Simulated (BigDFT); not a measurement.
Runs of BigDFT 1.9.6 on FCBrH2. The cell holds a molecule in a box, 5 atoms: a = 12.000 Å, b = 11.000 Å, c = 11.000 Å, α = 90.00°, β = 90.00°, γ = 90.00°. 

```tsv
solvent permittivity	largest force (eV/Å)
24.9	1.00
4.71	0.90
-	(a)
2.27	(b)
8.93	0.94
```

Alike in all rows: task single point; level PBE; potentials or basis GTH-PBE (Br q7, C q4, F q7, H q1); no spin polarisation; cell as given; smearing fixed; grid spacing 0.27 bohr.

Estimate the missing entries.

(a) 0.77; (b) 0.84.

Caveats: boundaries are free: the box only frames the coordinates; the noise in the forces, which the program reports and removes, is over 0.05 eV/Å, so forces are rough; the molecule sits in an implicit solvent (some runs).
